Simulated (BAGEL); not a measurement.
# C2H4BrN (SMILES C/N=C/Br): HF/STO-3G (density fitting with qzvpp-jkfit)

What is the vertical ionisation energy of C2H4BrN at HF/STO-3G (density fitting with qzvpp-jkfit)? 

The results are computed with BAGEL 1.2.2.

3 further runs of the same task are left out: 3 that didn't finish.

### 1 The molecule

The species is C2H4BrN (8 atoms), meant as a singlet with charge 0. SMILES: `C/N=C/Br`. The coordinates come from a PBE0-D4/def2-TZVP relaxation. This is a higher conformer, about 14 kJ/mol above the lowest found by a separate search.

Bond lengths: C1–N2 1.443 Å, N2–C3 1.242 Å, C3–Br4 1.895 Å, C1–H5 1.092 Å, C1–H6 1.092 Å, C1–H7 1.098 Å, C3–H8 1.093 Å. Angles: C1–N2–C3 118.2°, N2–C3–Br4 121.6°, N2–C1–H5 108.7°, N2–C1–H6 108.7°, N2–C1–H7 113.9°, N2–C3–H8 126.9°, Br4–C3–H8 111.5°, H5–C1–H6 107.1°, H5–C1–H7 109.1°, H6–C1–H7 109.1°.

### 2 A single-point energy at HF/STO-3G (density fitting with qzvpp-jkfit)

File input.json:

```json
{ "bagel": [

{
  "title": "molecule",
  "basis": "sto-3g",
  "df_basis": "qzvpp-jkfit",
  "angstrom": true,
  "geometry": [
    { "atom": "C", "xyz": [      -0.431300,       0.892500,       0.480200 ] },
    { "atom": "N", "xyz": [      -0.227400,      -0.533900,       0.407000 ] },
    { "atom": "C", "xyz": [       0.476300,      -0.978700,      -0.514100 ] },
    { "atom": "Br", "xyz": [       0.807500,      -2.834800,      -0.701900 ] },
    { "atom": "H", "xyz": [      -1.503600,       1.096000,       0.434600 ] },
    { "atom": "H", "xyz": [      -0.078500,       1.247500,       1.451100 ] },
    { "atom": "H", "xyz": [       0.075800,       1.455300,      -0.314600 ] },
    { "atom": "H", "xyz": [       0.973400,      -0.401000,      -1.298000 ] }
  ]
},

{
  "title": "hf"
},

{
  "title": "print",
  "file": "orbitals.molden",
  "orbitals": true
}

]}
```

Started as:

```bash
$ BAGEL_NUM_THREADS=1 BAGEL input.json > input.out
```

The log of the run:

```text
* using 1 threads per process

  ===============================================================
  ===============================================================

  *** Geometry ***

  { "atom" : "C", "xyz" : [     -0.815039,      1.686581,      0.907446 ] },
  { "atom" : "N", "xyz" : [     -0.429724,     -1.008925,      0.769119 ] },
  { "atom" : "C", "xyz" : [      0.900077,     -1.849475,     -0.971508 ] },
  { "atom" : "Br", "xyz" : [      1.525954,     -5.356996,     -1.326399 ] },
  { "atom" : "H", "xyz" : [     -2.841392,      2.071140,      0.821275 ] },
  { "atom" : "H", "xyz" : [     -0.148344,      2.357433,      2.742182 ] },
  { "atom" : "H", "xyz" : [      0.143241,      2.750118,     -0.594508 ] },
  { "atom" : "H", "xyz" : [      1.839459,     -0.757780,     -2.452865 ] },

  Number of auxiliary basis functions:      565

  Since a DF basis is specified, we compute 2- and 3-index integrals:
    o Being stored without compression. Storage requirement is 0.006 GB

  Number of basis functions:       37
  Number of electrons      :       58

    * METHOD: MOLECULE                             0.27

  *** RHF ***

  === Nuclear Repulsion ===
   218.5885516986

      * DIIS with orbital gradients will be used.

  === RHF iteration (sto-3g) ===
      0      -2675.40177874          0.01532081           0.04
      1      -2675.47814551          0.00859054           0.04
      2      -2675.50335314          0.00124291           0.04
      3      -2675.50455811          0.00037186           0.04
      4      -2675.50471459          0.00012233           0.04
      5      -2675.50473300          0.00001870           0.04
      6      -2675.50473331          0.00000510           0.04
      7      -2675.50473334          0.00000122           0.04
      8      -2675.50473334          0.00000018           0.04
      9      -2675.50473334          0.00000009           0.04
     10      -2675.50473334          0.00000002           0.04
     11      -2675.50473334          0.00000001           0.04
    * SCF iteration converged.

    * Permanent dipole moment:
           (   -0.117314,    -0.974469,     0.310148) a.u.

    * METHOD: HF                                   0.61

    * METHOD: PRINT                                0.00

  ===============================================================
```

Wall time 1 s (1 thread of Arm Neoverse V1, shared host).

### 3 The doublet cation, same level

File input.json:

```json
{ "bagel" : [

{
  "title" : "molecule",
  "basis" : "sto-3g",
  "df_basis" : "qzvpp-jkfit",
  "angstrom" : true,
  "geometry" : [
    { "atom" : "C", "xyz" : [      -0.431300,       0.892500,       0.480200 ] },
    { "atom" : "N", "xyz" : [      -0.227400,      -0.533900,       0.407000 ] },
    { "atom" : "C", "xyz" : [       0.476300,      -0.978700,      -0.514100 ] },
    { "atom" : "Br", "xyz" : [       0.807500,      -2.834800,      -0.701900 ] },
    { "atom" : "H", "xyz" : [      -1.503600,       1.096000,       0.434600 ] },
    { "atom" : "H", "xyz" : [      -0.078500,       1.247500,       1.451100 ] },
    { "atom" : "H", "xyz" : [       0.075800,       1.455300,      -0.314600 ] },
    { "atom" : "H", "xyz" : [       0.973400,      -0.401000,      -1.298000 ] }
  ]
},

{ "title" : "uhf", "charge" : 1, "nopen" : 1 },

{ "title" : "print", "file" : "orbitals.molden", "orbitals" : true }

]}
```

Started as:

```bash
$ BAGEL_NUM_THREADS=1 BAGEL input.json > input.out
```

The log of the run:

```text
* using 1 threads per process

  ===============================================================
  ===============================================================

  *** Geometry ***

  { "atom" : "C", "xyz" : [     -0.815039,      1.686581,      0.907446 ] },
  { "atom" : "N", "xyz" : [     -0.429724,     -1.008925,      0.769119 ] },
  { "atom" : "C", "xyz" : [      0.900077,     -1.849475,     -0.971508 ] },
  { "atom" : "Br", "xyz" : [      1.525954,     -5.356996,     -1.326399 ] },
  { "atom" : "H", "xyz" : [     -2.841392,      2.071140,      0.821275 ] },
  { "atom" : "H", "xyz" : [     -0.148344,      2.357433,      2.742182 ] },
  { "atom" : "H", "xyz" : [      0.143241,      2.750118,     -0.594508 ] },
  { "atom" : "H", "xyz" : [      1.839459,     -0.757780,     -2.452865 ] },

  Number of auxiliary basis functions:      565

  Since a DF basis is specified, we compute 2- and 3-index integrals:
    o Being stored without compression. Storage requirement is 0.006 GB

  Number of basis functions:       37
  Number of electrons      :       58

    * METHOD: MOLECULE                             0.26

  *** Open-shell HF ***

  === Nuclear Repulsion ===
   218.5885516986

      * DIIS with orbital gradients will be used.

  === UHF iteration (sto-3g) ===
      0      -2675.07214754          0.03192257           0.08
      1      -2675.20944705          0.01351685           0.08
      2      -2675.23203814          0.00642104           0.08
      3      -2675.23771278          0.00219884           0.08
      4      -2675.24025204          0.00082346           0.08
      5      -2675.24141308          0.00023859           0.08
      6      -2675.24225194          0.00015697           0.08
      7      -2675.24274290          0.00014209           0.08
      8      -2675.24279381          0.00014070           0.08
      9      -2675.24361735          0.00012946           0.08
     10      -2675.24450999          0.00016671           0.08
     11      -2675.24450169          0.00025076           0.08
     12      -2675.24452993          0.00008682           0.08
     13      -2675.24453264          0.00000723           0.08
     14      -2675.24453313          0.00000276           0.08
     15      -2675.24453316          0.00000163           0.08
     16      -2675.24453318          0.00000095           0.08
     17      -2675.24453320          0.00000042           0.08
     18      -2675.24453320          0.00000033           0.08
     19      -2675.24453320          0.00000017           0.08
     20      -2675.24453320          0.00000006           0.08
     21      -2675.24453320          0.00000003           0.08
     22      -2675.24453320          0.00000001           0.08
     23      -2675.24453320          0.00000001           0.08
    * SCF iteration converged.

    * S^2 (UHF) is 0.9366

    * Permanent dipole moment:
           (    0.561276,    -2.556047,    -0.406134) a.u.

    * METHOD: UHF                                  2.03

    * METHOD: PRINT                                0.00

  ===============================================================
```

It took 2.4 s on 1 thread of Arm Neoverse V1, shared host.

### 4 What came out

At HF/STO-3G (density fitting with qzvpp-jkfit):

| quantity | value |
| --- | --- |
| singlet C2H4BrN: total energy | -2675.50473 Eh |
| singlet C2H4BrN: dipole moment | 2.62 D |
| singlet C2H4BrN: HOMO energy | -8.24 eV |
| singlet C2H4BrN: LUMO energy | 7.77 eV |
| singlet C2H4BrN: HOMO–LUMO gap | 16.01 eV |
| doublet cation: total energy | -2675.24453 Eh |
| doublet cation: ⟨S²⟩ | 0.937 |
| vertical ionisation energy (to the doublet cation) | 7.080 eV |

**Reading.** The vertical ionisation energy comes to 7.08 eV (163 kcal/mol). −ε(HOMO) before ionisation, 8.24 eV, is 1.16 eV above this ionisation energy. In a minimal basis such a difference can be off by several eV, whatever the method. ⟨S²⟩ (doublet cation) is 0.94 where a pure doublet has 0.75: the reference is spin-contaminated.
